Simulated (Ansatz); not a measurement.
# C₂H₁₀OSi₂: a ladder of functionals and wavefunction methods

One table from this session's results is given with a row withheld; the runs are named, their logs left out.

Computed with Ansatz 0.2.0, Gaussian basis. Level: functionals in def2-TZVPP, the program's frozen cores in correlated methods.

The runs, in order: PBE-D4, r2SCAN-D4, PBE0-D4, B3LYP-D4, ωB97X-V, ωB97M-V, B2PLYP; CCSD(T)/def2-TZVPP; MP2/def2-QZVPP; extrapolation to the limit.

## Structure used throughout

All runs share one geometry, relaxed beforehand with PBE0-D4 in a triple-zeta def2 set.

15 atoms, charge 0, spin multiplicity 1.

Atoms are counted from 1 here; the program's logs count them from 0.

Bond lengths: C1–O2 1.408 Å, C1–H6 1.096 Å, C1–H7 1.091 Å, C1–H8 1.096 Å, O2–Si3 1.645 Å, Si3–C4 1.855 Å, Si3–H9 1.492 Å, Si3–H10 1.492 Å, C4–Si5 1.872 Å, C4–H11 1.095 Å, C4–H12 1.095 Å, Si5–H13 1.487 Å, Si5–H14 1.487 Å, Si5–H15 1.487 Å. Angles: O2–C1–H6 111.6°, O2–C1–H7 108.3°, O2–C1–H8 111.6°, H6–C1–H7 108.4°, H6–C1–H8 108.5°, H7–C1–H8 108.4°, C1–O2–Si3 122.4°, O2–Si3–C4 107.8°, O2–Si3–H9 109.9°, O2–Si3–H10 109.9°, C4–Si3–H9 110.8°, C4–Si3–H10 110.8°, H9–Si3–H10 107.7°, Si3–C4–Si5 114.9°, Si3–C4–H11 108.5°, Si3–C4–H12 108.5°, Si5–C4–H11 108.7°, Si5–C4–H12 108.7° and more.

The first run:

The input, in.yaml:

```yaml
crystal:
  periodic: [false, false, false]
  atoms:
    - {symbol: C, position_ang: [-2.029407, 0.873914, 2.025963]}
    - {symbol: O, position_ang: [-1.124177, -0.007113, 1.404670]}
    - {symbol: Si, position_ang: [-0.254865, 0.416867, 0.073945]}
    - {symbol: C, position_ang: [0.799496, -1.033339, -0.401439]}
    - {symbol: Si, position_ang: [1.880294, -0.764127, -1.906402]}
    - {symbol: H, position_ang: [-2.833571, 1.172858, 1.343152]}
    - {symbol: H, position_ang: [-2.475101, 0.361328, 2.880192]}
    - {symbol: H, position_ang: [-1.526735, 1.778483, 2.388402]}
    - {symbol: H, position_ang: [0.590038, 1.608500, 0.377770]}
    - {symbol: H, position_ang: [-1.177351, 0.787798, -1.038525]}
    - {symbol: H, position_ang: [0.145856, -1.892321, -0.587661]}
    - {symbol: H, position_ang: [1.439729, -1.291362, 0.449030]}
    - {symbol: H, position_ang: [1.045888, -0.452721, -3.097757]}
    - {symbol: H, position_ang: [2.683594, -1.980533, -2.201840]}
    - {symbol: H, position_ang: [2.814614, 0.370966, -1.680199]}
basis:
  gaussian: {orbitals: def2-TZVPP}
hamiltonian: {xc: pbe, dispersion: d4}
output: {forces: true, orbitals: {seedname: orbitals}}
```

Run with:

```sh
$ ansatz run in.yaml --threads 2 --pin off --events-out ev --progress --plain --max-ram 22528MiB --backend cuda --devices 0, --max-vram 18GiB
```

Among the steps run: PBE-D4 (GGA); r2SCAN-D4 (meta-GGA); PBE0-D4 (hybrid); B3LYP-D4 (hybrid); ωB97X-V (range-separated); ωB97M-V (range-separated); B2PLYP (double hybrid); CCSD(T) in def2-TZVPP; MP2 in def2-QZVPP.

One table of the session follows, with a row left open; its other results are not shown here.

It belongs to the step «Atomisation energies». 

| method | atomisation energy (kcal/mol) |
| --- | --- |
| PBE-D4 | 1263.2 |
| r2SCAN-D4 | 1261.0 |
| PBE0-D4 | 1253.0 |
| B3LYP-D4 | 1260.3 |
| ωB97X-V | 1266.9 |
| ωB97M-V | 1264.0 |
| B2PLYP | 1246.3 |
| HF/def2-TZVPP | 951.9 |
| MP2/def2-TZVPP | 1238.6 |
| CCSD/def2-TZVPP | 1219.9 |
| CCSD(T)/def2-TZVPP | ? |
| MP2/CBS | 1268.7 |
| CCSD(T)/CBS | 1263.1 |

Estimate the missing values for CCSD(T)/def2-TZVPP.

The run gave: atomisation energy (kcal/mol): 1232.9. In the column «atomisation energy (kcal/mol)» it lies between CCSD/def2-TZVPP (1219.9) and MP2/def2-TZVPP (1238.6).
